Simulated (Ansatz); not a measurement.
# SnGeH6 (SMILES [GeH3][SnH3]): wB97X/def2-SVP (core potential)

What is the vertical singlet–triplet gap of SnGeH6 at wB97X/def2-SVP (core potential)? 

The results are computed with Ansatz 0.2.0.

41 further runs of the same task are left out: 41 set aside as unsound or not needed.

## Step 1: Starting point

SnGeH6: 8 atoms, total charge 0, spin state singlet. As SMILES, `[GeH3][SnH3]`. The coordinates come from a PBE0-D4/def2-TZVP relaxation.

Bond lengths: Ge1–Sn2 2.595 Å, Ge1–H3 1.538 Å, Ge1–H4 1.538 Å, Ge1–H5 1.538 Å, Sn2–H6 1.707 Å, Sn2–H7 1.707 Å, Sn2–H8 1.707 Å. Some angles: Ge1–Sn2–H6 110.4°, Ge1–Sn2–H7 110.5°, Ge1–Sn2–H8 110.4°, Sn2–Ge1–H3 110.4°, Sn2–Ge1–H4 110.4°, Sn2–Ge1–H5 110.4°, H6–Sn2–H7 108.5°, H6–Sn2–H8 108.5°, H7–Sn2–H8 108.5°, H3–Ge1–H4 108.5°.

## Step 2: The energy at wB97X/def2-SVP (core potential)

Contents of molecule.yaml:

```yaml
crystal:
  periodic: [false, false, false]
  atoms:
    - {symbol: Ge, position_ang: [-0.754100, 0.285800, -1.041300]}
    - {symbol: Sn, position_ang: [0.751500, -0.290300, 0.992300]}
    - {symbol: H, position_ang: [-1.830800, 1.307300, -0.639500]}
    - {symbol: H, position_ang: [-1.453400, -0.978600, -1.567000]}
    - {symbol: H, position_ang: [0.087500, 0.886500, -2.179300]}
    - {symbol: H, position_ang: [-0.187600, -0.932800, 2.265200]}
    - {symbol: H, position_ang: [1.931000, -1.444200, 0.553800]}
    - {symbol: H, position_ang: [1.547900, 1.109100, 1.560100]}
basis:
  gaussian:
    orbitals: def2-SVP
hamiltonian:
  xc: {name: wB97X}
accuracy: high
output:
  orbitals: {seedname: orbitals}
```

The run is started by

```bash
$ ansatz run molecule.yaml --threads 1 --pin off --max-ram 3480MiB --events-out events.jsonl --progress --plain --runs-dir runs
```

The program printed:

```text
Warning: RAYON_NUM_THREADS=1 ignored (pool sized by the plan → 1); use --threads N
Functional definition: wB97X
  name "wB97X"
  parameter omega = 0.3/bohr
  parameter cx = 0.157706
  parameter cx1 = 0.726479
  parameter cx2 = 1.04760
  parameter cx3 = -5.70635
  parameter cx4 = 13.2794
  parameter css1 = -4.33879
  parameter css2 = 18.2308
  parameter css3 = -31.7430
  parameter css4 = 17.2901
  parameter cos1 = 2.37031
  parameter cos2 = -11.3995
  parameter cos3 = 6.58405
  parameter cos4 = -3.78132
  exchange = spin_sum(e_x_unif_sr(omega)*poly(b97_u_x, 1 - cx, cx1, cx2, cx3, cx4)) + cx*exact_x_sr(omega)
      + exact_x_lr(omega)
  correlation = spin_sum(e_c_pw_same_spin*poly(b97_u_same, 1, css1, css2, css3, css4))
      + integral(e_c_pw_opposite_spin*poly(b97_u_opposite, 1, cos1, cos2, cos3, cos4))
2024 factors; integrals over basis functions are off by at most 1.1e-8 eV
394 factors; integrals over basis functions are off by at most 1.7e-9 eV
mean field evaluation 1: about -62441.5586 eV, gradient 1.5e1 eV
mean field evaluation 2: about -62441.8584 eV, gradient 1.1e1 eV
mean field evaluation 4: about -62441.9866 eV, gradient 5.0e-1 eV
mean field evaluation 8: about -62442.0190 eV, gradient 9.1e-3 eV
mean field evaluation 16: about -62442.0190 eV, gradient 2.5e-6 eV
mean field -62442.01901012 eV, -2294.7018739013 hartree, gradient 8.7e-8 eV, S^2 0.000000; 0 other end points of the search recorded, 0 dependent functions left out
reference -62442.01900657 eV, -2294.7018737710 hartree; 30, 30 occupied and 58, 58 virtual orbitals, 2024 factors
Total energy: -62442.01900657 eV, -2294.7018737710 hartree
```

It took 25 s on 1 thread of Arm Neoverse V2, shared host; peak memory 0.56 GiB.

## Step 3: The triplet at the same level

Contents of in.yaml:

```yaml
crystal:
  periodic: [false, false, false]
  atoms:
    - symbol: Ge
      position_ang: [-0.754100, 0.285800, -1.041300]
    - symbol: Sn
      position_ang: [0.751500, -0.290300, 0.992300]
    - symbol: H
      position_ang: [-1.830800, 1.307300, -0.639500]
    - symbol: H
      position_ang: [-1.453400, -0.978600, -1.567000]
    - symbol: H
      position_ang: [0.087500, 0.886500, -2.179300]
    - symbol: H
      position_ang: [-0.187600, -0.932800, 2.265200]
    - symbol: H
      position_ang: [1.931000, -1.444200, 0.553800]
    - symbol: H
      position_ang: [1.547900, 1.109100, 1.560100]
basis:
  gaussian:
    orbitals: def2-SVP
magnetization:
  spin_polarized: true
  initial_magnetization: 2
hamiltonian:
  xc: {name: wB97X}
accuracy: high
output:
  orbitals: {seedname: orbitals}
```

The run is started by

```bash
$ ansatz run in.yaml --threads 1 --pin off --max-ram 3480MiB --events-out events.jsonl --progress --plain --runs-dir runs
```

The program printed, cut to the lines that bear on the results:

```text
Warning: RAYON_NUM_THREADS=1 ignored (pool sized by the plan → 1); use --threads N
[... 2 set-up lines as earlier in the session ...]
[...]
      + exact_x_lr(omega)
[...]
      + integral(e_c_pw_opposite_spin*poly(b97_u_opposite, 1, cos1, cos2, cos3, cos4))
2024 factors; integrals over basis functions are off by at most 1.1e-8 eV
394 factors; integrals over basis functions are off by at most 1.7e-9 eV
[...]
mean field -62435.69057326 eV, -2294.4693081363 hartree, gradient 5.5e-8 eV, S^2 2.002613; 4 other end points of the search recorded, 0 dependent functions left out
reference -62435.69057049 eV, -2294.4693080343 hartree; 31, 29 occupied and 57, 59 virtual orbitals, 2024 factors
Total energy: -62435.69057049 eV, -2294.4693080343 hartree
```

It took 1.9 min on 1 thread of Arm Neoverse V2, shared host; peak memory 0.97 GiB.

## Step 4: What came out

At wB97X/def2-SVP (core potential):

| quantity | value |
| --- | --- |
| singlet: total energy | -2294.70187 Eh |
| singlet: HOMO energy | -10.05 eV |
| singlet: LUMO energy | 2.11 eV |
| singlet: HOMO–LUMO gap | 12.16 eV |
| triplet: total energy | -2294.46931 Eh |
| triplet: HOMO energy (highest over α and β) | -3.74 eV |
| triplet: ⟨S²⟩ | 2.003 |
| vertical energy of the triplet above the singlet | 6.328 eV |

At this shape the triplet lies 6.33 eV (146 kcal/mol) above the singlet.
